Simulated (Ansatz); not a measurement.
This script drives the Python package of Ansatz (0.2.0).

`ch6osi2_opt.py`
```python
# -*- coding: utf-8 -*-
import itertools

import ansatz as az
from ase.data import atomic_numbers, covalent_radii
import numpy as np

BASIS = "cc-pVDZ"
FUNCTIONAL = "PBE0"

geometry_ang = [
    ("O", (1.6256, -0.7757, -1.0904)),
    ("C", (0.6322, -0.3033, -0.4505)),
    ("Si", (-0.0952, 1.3847, -0.7654)),
    ("Si", (-0.0816, -1.2921, 0.8817)),
    ("H", (-1.501, 1.3075, -1.1378)),
    ("H", (0.0177, 2.2465, 0.4682)),
    ("H", (0.6575, 2.1251, -1.837)),
    ("H", (0.5038, -2.6263, 1.057)),
    ("H", (-0.0766, -0.593, 2.2428)),
    ("H", (-1.5993, -1.5246, 0.6345)),
]
system = az.Crystal.molecule()
for symbol, xyz in geometry_ang:
    system = system.atom(symbol, xyz)

setup = system.calculation().basis(gaussian=BASIS).functional(FUNCTIONAL)
symbols = [site.symbol for site in system.cartesian_sites]
start = np.array([site.position_ang for site in system.cartesian_sites], dtype=float)
def progress(event):
    if event["event"] == "relax_step":
        row = event["data"]
        print(f"step {row['step']:3d}  E = {row['lagrangian_ev']:.6f} eV  largest force component {row['allowed_force_max_ev_ang']:.4f} eV/A")


report = setup.relax(force_tolerance=0.005).session().plan().execute(on_event=progress).report
end = np.array(report["positions_ang"])

for key in ("converged", "free_energy_ev", "reference_energy_ev", "n_frozen", "n_occupied", "n_virtual"):
    print(f"{key:22s} {report[key]}")

radius = [covalent_radii[atomic_numbers[s]] for s in symbols]
span = lambda where, i, j: np.linalg.norm(where[i] - where[j])
bonded = [(i, j) for i, j in itertools.combinations(range(len(symbols)), 2) if min(span(start, i, j), span(end, i, j)) < 1.2 * (radius[i] + radius[j])]
print("pair        before    after (A)")
for i, j in bonded:
    print(f"{symbols[i]}{i}-{symbols[j]}{j}".ljust(10), f"{span(start, i, j):8.4f} {span(end, i, j):8.4f}")
for first, second in list(itertools.combinations(bonded, 2)):
    shared = set(first) & set(second)
    if shared and symbols[(j := shared.pop())] != "H":
        i, k = sorted((set(first) | set(second)) - {j})
        u, v = end[i] - end[j], end[k] - end[j]
        angle = np.degrees(np.arccos(np.clip(u @ v / np.linalg.norm(u) / np.linalg.norm(v), -1, 1)))
        print(f"final angle {symbols[i]}{i}-{symbols[j]}{j}-{symbols[k]}{k}: {angle:.2f} deg")
```

It is started by `python ch6osi2_opt.py`. Estimate its wall time and peak memory on 1 thread of Arm Neoverse V2, with other jobs on the host.

It took about 31 s, with a peak of 0.27 GiB, for 1 run of the engine.

```console
$ python ch6osi2_opt.py
step   1  E = -18924.922031 eV  largest force component 3.6873 eV/A
step   2  E = -18925.282048 eV  largest force component 1.7557 eV/A
step   3  E = -18925.359372 eV  largest force component 0.9162 eV/A
step   4  E = -18925.395072 eV  largest force component 0.4534 eV/A
step   5  E = -18925.400434 eV  largest force component 0.0857 eV/A
step   6  E = -18925.401014 eV  largest force component 0.0569 eV/A
step   7  E = -18925.401805 eV  largest force component 0.0047 eV/A
step   8  E = -18925.401865 eV  largest force component 0.0038 eV/A
converged              True
free_energy_ev         -18925.401893932936
reference_energy_ev    -18925.401893932936
n_frozen               0
n_occupied             [24, 24]
n_virtual              [70, 70]
pair        before    after (A)
O0-C1        1.2726   1.2152
C1-Si2       1.8648   1.9599
C1-Si3       1.8061   1.9599
Si2-H4       1.4563   1.5005
Si2-H5       1.5090   1.5005
Si2-H6       1.5044   1.4947
Si3-H7       1.4675   1.4947
Si3-H8       1.5301   1.5005
Si3-H9       1.5552   1.5005
final angle O0-C1-Si2: 119.59 deg
final angle O0-C1-Si3: 119.60 deg
final angle Si2-C1-Si3: 120.82 deg
final angle C1-Si2-H4: 108.73 deg
final angle C1-Si2-H5: 108.75 deg
final angle C1-Si2-H6: 109.50 deg
final angle C1-Si3-H7: 109.50 deg
final angle C1-Si3-H8: 108.71 deg
final angle C1-Si3-H9: 108.77 deg
final angle H4-Si2-H5: 107.97 deg
final angle H4-Si2-H6: 110.91 deg
final angle H5-Si2-H6: 110.92 deg
final angle H7-Si3-H8: 110.90 deg
final angle H7-Si3-H9: 110.92 deg
final angle H8-Si3-H9: 107.98 deg
```

Total energies depend on the basis set; only differences at equal settings carry meaning. The end point is the stationary point reached from this start; no frequency run checks that it is a minimum, and the basis set is modest.
